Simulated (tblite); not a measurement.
# C4H12BFGe2: the cost of one run

The runs use tblite 0.8.0 and PySCF 2.14.0, with density-fitted response routines of our own; the level of theory stands in each step. All values are computed, except where a source is named. Atoms are numbered from 0 throughout.

## Step 1: The starting structure

20 atoms, charge 0, multiplicity 1; geometry from: force field or distance geometry start.

Bonds of the start (Å): F0–C1 1.39, C1–C2 1.54, C2–Ge3 1.95, Ge3–B4 2.02, B4–C5 1.60, C5–Ge6 1.95, Ge6–C7 1.94, C7–Ge3 1.92, C1–H8 1.11, C1–H9 1.10, C2–H10 1.10, C2–H11 1.11, Ge3–H12 1.56, B4–H13 1.17, C5–H14 1.12, C5–H15 1.12, Ge6–H16 1.55, Ge6–H17 1.54, C7–H18 1.11, C7–H19 1.11.

## Step 2: Relaxing the molecule with GFN2-xTB

What the job is given:

```
{"job": {"kind": "relax", "xc": "GFN2-xTB", "basis": "xTB"}, "charge": 0, "multiplicity": 1}
F      3.352100     0.996000    -1.261100
C      2.059200     0.677600    -0.859700
C      2.094600    -0.670100    -0.121500
Ge     0.295300    -1.156600     0.464800
B     -0.507500     0.290700     1.614400
C     -1.745900     1.075800     0.986300
Ge    -1.997400     0.452900    -0.845400
C     -0.949200    -1.177500    -1.000500
H      1.695600     1.466400    -0.171200
H      1.400800     0.614900    -1.737200
H      2.750600    -0.604200     0.757900
H      2.462500    -1.458100    -0.805800
H      0.299700    -2.527000     1.217800
H     -0.069500     0.557900     2.670100
H     -1.533100     2.174100     0.982700
H     -2.653000     0.873500     1.602500
H     -3.495200     0.187000    -1.131100
H     -1.424900     1.502500    -1.817200
H     -1.626000    -2.057900    -0.905400
H     -0.413800    -1.207300    -1.968900
```

Launch:

```
$ OMP_NUM_THREADS=1 python probes_run.py task.json out
```

The driver reads the jobs from task.json and runs them one after another.

Q: Estimate the wall time and peak memory of this first job on 1 thread of Arm Neoverse V1, shared host.

About 1.2 s, with a peak of 0.24 GiB.
